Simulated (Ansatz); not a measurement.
# Mo: the cost of one run

Method: DFT LDA, scalar-relativistic, plane waves, PAW, in Ansatz 0.2.0.

**1. The system as given**

It takes space group Im-3m (No. 229, cubic). Conventional cell: a = 3.111 Å, b = 3.111 Å, c = 3.111 Å, α = 90.00°, β = 90.00°, γ = 90.00°. Mo (site symmetry m-3m) is surrounded by 8 Mo at 2.69 Å.

Coordinates:

```cif
data_structure
_symmetry_space_group_name_H-M 'Im-3m'
_symmetry_Int_Tables_number 229
_cell_length_a 3.1113
_cell_length_b 3.1113
_cell_length_c 3.1113
_cell_angle_alpha 90.000
_cell_angle_beta 90.000
_cell_angle_gamma 90.000
_cell_volume 30.12
loop_
_atom_site_label
_atom_site_type_symbol
_atom_site_symmetry_multiplicity
_atom_site_Wyckoff_symbol
_atom_site_fract_x
_atom_site_fract_y
_atom_site_fract_z
_atom_site_occupancy
Mo1 Mo 2 a 0.00000 0.00000 0.00000 1
```

It is the result of an earlier relaxation at this level (volume 15.06 Å³/atom; gap on the mesh: none (metal)).

**2. Bulk reference on the slab's mesh**

input.yaml reads:

```yaml
crystal:
  lattice:
    - [2.6944861476, 0.0, 0.0]
    - [0.0, 4.4000774537, 0.0]
    - [0.8981620492, 2.2000387269, 1.2701929512]
  atoms:
    - { symbol: Mo, position: [0.0, 0.0, 0.0] }
basis:
  ecutwfc: 420
kpoints:
  mp_grid: { grid: [13, 8, 27] }
hamiltonian:
  xc: lda
scf:
  occupations: { method: gaussian, width: 0.1 }
output:
  forces: true
  stress: true
  eigenvalues: true
```

Run with:

```sh
$ ansatz run input.yaml --threads 2 --pin off --max-ram 5120MiB --backend cpu --events-out ev --progress --plain --runs-dir out
```

What time and memory should one allow on 2 threads of Intel Xeon 6975P-C (Granite Rapids), shared host?

About 4.3 s, with a peak of 0.54 GiB.
